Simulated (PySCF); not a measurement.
# H4HfO4: the cost of one run

The runs use PySCF 2.14.0; levels as typed in each script, gas phase, geometry from GFN2-xTB.

## (1) Starting geometry

SMILES `O[Hf](O)(O)O`, 9 atoms, charge 0, spin multiplicity 1.

Bond lengths: O1–Hf2 1.873 Å, O1–H6 0.965 Å, Hf2–O3 1.873 Å, Hf2–O4 1.873 Å, Hf2–O5 1.873 Å, O3–H7 0.965 Å, O4–H8 0.965 Å, O5–H9 0.965 Å. Angles: Hf2–O1–H6 110.7°, O1–Hf2–O3 123.0°, O1–Hf2–O4 103.2°, O1–Hf2–O5 103.2°, O3–Hf2–O4 103.2°, O3–Hf2–O5 103.2°, O4–Hf2–O5 122.9°, Hf2–O3–H7 110.7°, Hf2–O4–H8 110.7°, Hf2–O5–H9 110.7°.

Geometry (Å):

```mol
H4HfO4
  3D, bonds by distance, orders not assigned

  9  8  0  0  0  0  0  0  0  0999 V2000
    1.6022    0.3776    0.8937 O   0  0
   -0.0000   -0.0001    0.0002 Hf  0  0
   -1.6020   -0.3774    0.8937 O   0  0
   -0.3777    1.6014   -0.8943 O   0  0
    0.3779   -1.6011   -0.8943 O   0  0
    1.8420    1.3057    0.7862 H   0  0
   -1.8419   -1.3055    0.7862 H   0  0
   -1.3065    1.8394   -0.7884 H   0  0
    1.3066   -1.8392   -0.7884 H   0  0
  1  2  8  0
  2  3  8  0
  2  4  8  0
  2  5  8  0
  1  6  8  0
  3  7  8  0
  4  8  8  0
  5  9  8  0
M  END
```

## (2) Density, bond paths and surface potential (PBE/def2-tzvp)

input.py

```python
import numpy as np
from pyscf import gto, scf, dft
from pyscf.scf import atom_ks, atom_hf
from scipy.linalg import block_diag

def solve(mol, dm0=None, hcore=None):
    mf = (dft.UKS if mol.spin else dft.RKS)(mol, xc='pbe')
    mf.grids.level = 3
    mf = mf.density_fit(auxbasis='def2-universal-jkfit')
    mf.conv_tol, mf.max_cycle = 1e-8, 80
    if hcore is not None:
        mf.get_hcore = lambda *args: hcore
    mf.kernel(dm0)
    if not mf.converged:
        mf = mf.newton().run(mf.mo_coeff, mf.mo_occ, max_cycle=30)
    assert mf.converged, 'SCF not converged'
    return mf

mol = gto.M(atom='''
O      1.60217     0.37759     0.89368
Hf    -0.00003    -0.00006     0.00021
O     -1.60204    -0.37735     0.89368
O     -0.37773     1.60138    -0.89433
O      0.37786    -1.60114    -0.89433
H      1.84200     1.30572     0.78618
H     -1.84187    -1.30547     0.78617
H     -1.30648     1.83944    -0.78837
H      1.30661    -1.83920    -0.78837
''', basis='def2-tzvp', ecp={'Hf': 'def2-tzvp'}, charge=0, spin=0, verbose=4)
mf = solve(mol)
mf.analyze()
# spherically averaged free atoms, for the promolecule
atom_ks.AtomSphAverageRKS.init_guess_by_vsap = lambda self, mol=None: self.init_guess_by_minao(mol)  # core potentials
atm = atom_ks.get_atm_nrks(mol, xc='pbe')
pro = block_diag(*[(atm[a[0]][2] * atm[a[0]][3]) @ atm[a[0]][2].T for a in mol._atom])
np.savez('result.npz', e=mf.e_tot, c=mf.mo_coeff, occ=mf.mo_occ, eps=mf.mo_energy, pro=pro, dip=mf.dip_moment(verbose=0), s2=mf.spin_square()[0])
```

Launch:

```console
$ OMP_NUM_THREADS=1 python input.py
```

**Question.** How long does this run take on 1 thread of Intel Xeon Platinum 8259CL at 2.50GHz (Skylake/Cascade Lake), shared host, and how much memory does it need?

About 37 s, with a peak of 0.63 GiB.
